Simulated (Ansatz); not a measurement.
# CdH₆O₂Si₂: taking an electron away

An exercise on one series of results from a longer session: the logs are not shown, and one member is left open.

Method: unrestricted cation, the program's frozen cores in correlated methods; program: Ansatz 0.2.0, Gaussian basis.

Plan: UKS PBE-D4/def2-TZVPP; UKS r2SCAN-D4/def2-TZVPP; UKS PBE0-D4/def2-TZVPP; UKS B3LYP-D4/def2-TZVPP; UKS wB97X-V/def2-TZVPP; UKS wB97M-V/def2-TZVPP; UKS B2PLYP/def2-TZVPP; UHF-CCSD(T)/def2-TZVPP; UHF-MP2/def2-QZVPP; extrapolation to the limit; then −ε(HOMO) from the neutral's earlier runs with LDA (SPW92), PBE-D4, revPBE-D4, BLYP-D4, r2SCAN-D4, B97M-V, PBE0-D4, B3LYP-D4, r2SCANh-D4, r2SCAN0-D4, HSE06-D4, BHLYP-D4, CAM-B3LYP-D4, LC-ωPBE, ωB97X-V, ωB97M-V.

## The relaxed structure

The geometry comes from an earlier relaxation with PBE0-D4 in a triple-zeta def2 set; it is a stationary point, not always the lowest conformer. Cd takes the def2 core potential; no spin-orbit term is included.

11 atoms, charge 0, spin multiplicity 1.

Atoms are counted from 1 here; the program's logs count them from 0.

Bond lengths: Si1–O2 1.627 Å, Si1–H6 1.493 Å, Si1–H7 1.493 Å, Si1–H8 1.487 Å, O2–Cd3 1.946 Å, Cd3–O4 1.946 Å, O4–Si5 1.627 Å, Si5–H9 1.493 Å, Si5–H10 1.493 Å, Si5–H11 1.487 Å. Angles: O2–Si1–H6 111.8°, O2–Si1–H7 111.9°, O2–Si1–H8 108.9°, H6–Si1–H7 106.9°, H6–Si1–H8 108.6°, H7–Si1–H8 108.6°, Si1–O2–Cd3 134.5°, O2–Cd3–O4 174.4°, Cd3–O4–Si5 134.5°, O4–Si5–H9 111.8°, O4–Si5–H10 111.9°, O4–Si5–H11 108.9°, H9–Si5–H10 107.0°, H9–Si5–H11 108.5°, H10–Si5–H11 108.6°.

Coordinates:

```xyz
11
charge 0, multiplicity 1
Si   -1.2433    2.7075   -1.0423
O    -0.4872    1.3792   -1.5998
Cd    0.0718   -0.3070   -0.8050
O     0.6464   -2.0611   -0.1882
Si    1.2278   -2.6411    1.2163
H    -0.4903    3.3466    0.0778
H    -2.6088    2.3942   -0.5257
H    -1.3688    3.6913   -2.1501
H     0.2786   -2.4144    2.3466
H     2.5181   -1.9916    1.5943
H     1.4557   -4.1037    1.0762
```

Set-up of the first run:

in.yaml

```yaml
crystal:
  periodic: [false, false, false]
  atoms:
    - {symbol: Si, position_ang: [-1.243300, 2.707494, -1.042325]}
    - {symbol: O, position_ang: [-0.487161, 1.379180, -1.599804]}
    - {symbol: Cd, position_ang: [0.071780, -0.306982, -0.805011]}
    - {symbol: O, position_ang: [0.646380, -2.061065, -0.188228]}
    - {symbol: Si, position_ang: [1.227839, -2.641094, 1.216255]}
    - {symbol: H, position_ang: [-0.490317, 3.346565, 0.077784]}
    - {symbol: H, position_ang: [-2.608823, 2.394236, -0.525663]}
    - {symbol: H, position_ang: [-1.368842, 3.691298, -2.150055]}
    - {symbol: H, position_ang: [0.278555, -2.414414, 2.346567]}
    - {symbol: H, position_ang: [2.518133, -1.991562, 1.594289]}
    - {symbol: H, position_ang: [1.455747, -4.103667, 1.076200]}
basis:
  gaussian: {orbitals: def2-TZVPP}
total_charge: 1
magnetization: {spin_polarized: true, initial_magnetization: 1}
hamiltonian: {xc: pbe, dispersion: d4}
```

Command:

```console
> ansatz run in.yaml --threads 2 --pin off --events-out ev --progress --plain --max-ram 22528MiB --backend cuda --devices 0, --max-vram 18GiB
```

Steps of the session up to this table: Cation, UKS PBE-D4/def2-TZVPP; Cation, UKS r2SCAN-D4/def2-TZVPP; Cation, UKS PBE0-D4/def2-TZVPP; Cation, UKS B3LYP-D4/def2-TZVPP; Cation, UKS wB97X-V/def2-TZVPP; Cation, UKS wB97M-V/def2-TZVPP; Cation, UKS B2PLYP (frozen core)/def2-TZVPP; Cation, UHF-CCSD(T)/def2-TZVPP; Cation, UHF-MP2/def2-QZVPP.

One of the session's tables, all rows but one given; the rest of the session is left out.

Orbital estimates, from the neutral's runs:

| functional | −ε(HOMO) (eV) |
| --- | --- |
| LDA (SPW92) | 6.94 |
| PBE-D4 | 6.79 |
| revPBE-D4 | 6.73 |
| BLYP-D4 | 6.71 |
| r2SCAN-D4 | 7.11 |
| B97M-V | 7.23 |
| PBE0-D4 | 8.22 |
| B3LYP-D4 | 8.01 |
| r2SCANh-D4 | 7.64 |
| r2SCAN0-D4 | 8.45 |
| HSE06-D4 | 7.81 |
| BHLYP-D4 | 9.60 |
| CAM-B3LYP-D4 | 9.65 |
| LC-ωPBE | 10.96 |
| ωB97X-V | ? |
| ωB97M-V | 10.54 |

**Question.** Estimate the row for ωB97X-V.

The run gave: −ε(HOMO) (eV): 10.64. In the column «−ε(HOMO) (eV)» it lies between ωB97M-V (10.54) and LC-ωPBE (10.96).
